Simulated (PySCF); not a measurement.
**The bond of CdSe, level by level**

One table from this session's results is given with a row withheld; the runs are named, their logs left out.

Computed with PySCF 2.14.0. Level: Cd x2c-TZVPPall, Se x2c-TZVPPall, spin-free X2C with a Gaussian nucleus.

Set-up of the first run:

A driver script around PySCF takes these settings:

```yaml
atoms: Cd, Se
charge: 0
basis: Cd x2c-TZVPPall, Se x2c-TZVPPall
Hamiltonian: spin-free X2C with a Gaussian nucleus
basis_functions: 127
electrons_treated: 82
masses_in_u: 113.9034, 79.9165
levels: PBE0, PBE, r²SCAN, TPSS, B3LYP, TPSSh, BHandHLYP, LC-ωPBE, HF, MP2, SCS-MP2, CCSD, CCSD(T)
grid: 80 radial by 434 angular points
occupations: held fixed by the projection of orbital angular momentum
dissociation_limit: Cd + Se, each in its ground configuration
starting_distance_in_angstrom: 2.515
values_of_2S_to_try: 0, 2
```

Started as:

```bash
OMP_NUM_THREADS=2 python dia.py task.json out
```

Among the steps run: Set-up; The PBE0 curve of the state that the search chose; Excited determinants; PBE; r²SCAN; TPSS (meta-GGA); B3LYP (global hybrid GGA); TPSSh; BHandHLYP (global hybrid GGA); LC-ωPBE (range-separated hybrid); RHF (mean field); Correlated methods on the Hartree–Fock reference.

One table of the session follows, with a row left open; its other results are not shown here.

Energy (eV) from each level's lowest point:

```
R (Å)    RHF  RHF-MP2  RHF-SCS-MP2  RHF-CCSD  RHF-CCSD(T)
2.033  1.296    0.903        1.024       n/a          n/a
2.128  0.607    0.355        0.437     0.479        0.472
2.222  0.218    0.081        0.128     0.151        0.147
2.293  0.068    0.002        0.025     0.036        0.033
2.364  0.003    0.000        0.000     0.000        0.000
2.435      ?        ?            ?         ?            ?
2.530  0.061    0.191        0.141     0.112        0.121
2.648  0.198    0.420        0.337     0.284        0.301
2.789  0.398    0.731        0.611     0.530        0.558
2.979  0.662    1.139        0.977       n/a          n/a
```

**Question.** Estimate the row for R (Å) = 2.435.

Worked estimate for «RHF». A straight line through the neighbours (2.364, 0.003) and (2.530, 0.061) gives 0.003 + (0.061 − 0.003) × (2.435 − 2.364) / (2.530 − 2.364) = 0.028; a parabola fitted to 4 rows on both sides gives 0.006.

**Answer.** RHF: 0.000; RHF-MP2: 0.055; RHF-SCS-MP2: 0.033; RHF-CCSD: 0.022; RHF-CCSD(T): 0.025. In «RHF» the line misses by +0.028 and the parabola by +0.006.

State 2 has its PBE0 minimum 0.01 eV higher. The other levels ran on the lowest alone.
